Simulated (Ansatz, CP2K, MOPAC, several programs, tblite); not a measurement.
# CdSiN2 from cheap methods to r2SCAN

Aim: run CdSiN2 through methods of unlike cost and see what each gets, and at what price.

Program: MOPAC, tblite, CP2K, Ansatz (versions at each run). Level of theory: no spin polarisation, static lattice; gaps from single points on the cell relaxed beforehand with r²SCAN. These are calculated values, not measurements.

## 1. The system as given

The structure is tetragonal, space group P-4m2 (No. 115). Conventional cell: a = 3.089 Å, b = 3.089 Å, c = 10.316 Å, α = 90.00°, β = 90.00°, γ = 90.00°. Around Cd (site symmetry 2mm) lie 2 N at 2.10 Å. Around N (site symmetry -4m2) lie 4 Cd at 2.10 Å. N (site symmetry 2mm) is surrounded by 2 Si at 1.71 Å. Around Si (site symmetry 2mm) lie 4 N at 1.71 to 1.88 Å. Around N (site symmetry -4m2) lie 4 Si at 1.88 Å.

Structure file:

```xyz
8
Lattice="3.0893 0.0000 0.0000 0.0000 3.0893 0.0000 0.0000 0.0000 10.3159" Properties=species:S:1:pos:R:3 pbc="T T T"
Cd    1.5447    0.0000    8.8884
N     1.5447    1.5447    0.0000
Cd    0.0000    1.5447    1.4275
N     0.0000    0.0000    3.3497
Si    1.5447    0.0000    4.0817
N     1.5447    1.5447    5.1579
Si    0.0000    1.5447    6.2341
N     0.0000    0.0000    6.9662
```

The structure type (II-IV-V2 ordering on zincblende lattice) is imposed and need not be the compound's stable one.

**Question.** The methods are PM6, PM7, GFN1-xTB (tblite), GFN2-xTB (tblite), PBE/DZVP, PBE/SZV, coarse PBE, PBE, r2SCAN. What gap does r2SCAN give on this cell, and which other methods (full PBE left aside) come nearest to r2SCAN and farthest in gap, volume and bulk modulus?

| quantity | value |
| --- | --- |
| r2SCAN | no gap, 12.31 Å³/atom, B₀ 179 GPa |
| gap: nearest and farthest of the other methods | GFN1-xTB (tblite), GFN2-xTB (tblite), PBE/DZVP, PBE/SZV, coarse PBE (about 0.00 eV off); PM7 (+3.80 eV) |
| volume: nearest and farthest of the other methods | GFN2-xTB (tblite) (-3.1 %), PBE/DZVP (+3.6 %) |
| bulk modulus: nearest and farthest of the other methods | PBE/DZVP (-13 %), GFN2-xTB (tblite) (-31 %) |

In words: For the gap (full PBE left aside), GFN1-xTB (tblite), GFN2-xTB (tblite), PBE/DZVP, PBE/SZV, coarse PBE tie for nearest to r2SCAN; PM7 is farthest. For the volume, of the 2 methods compared (full PBE left aside), GFN2-xTB (tblite) comes nearest to r2SCAN and PBE/DZVP is farthest. For the bulk modulus, of the 2 methods compared (full PBE left aside), PBE/DZVP comes nearest to r2SCAN and GFN2-xTB (tblite) is farthest. A minimal basis or a coarse cutoff and mesh shifts results by its own error, so closeness to r2SCAN can be chance. Cluster runs see only the k-points that fold onto the zone centre, so their gaps can miss the band edges. No volume is given for PM6, PM7, GFN1-xTB (tblite), PBE/SZV, coarse PBE, which can hide a larger miss. Overlaps count as a gap of zero in the misses; they are PBE/DZVP -0.43, PBE/SZV -0.53, coarse PBE -0.40, PBE -0.41, r2SCAN -0.42 eV. CPU times run from 3.5 s (coarse PBE) to 45 s (r2SCAN). PM6, PM7 disagree with r2SCAN even on whether there is a gap. Semilocal functionals can close a small real gap, so r2SCAN's «no gap» may be its own error. r2SCAN is a yardstick, not the truth.
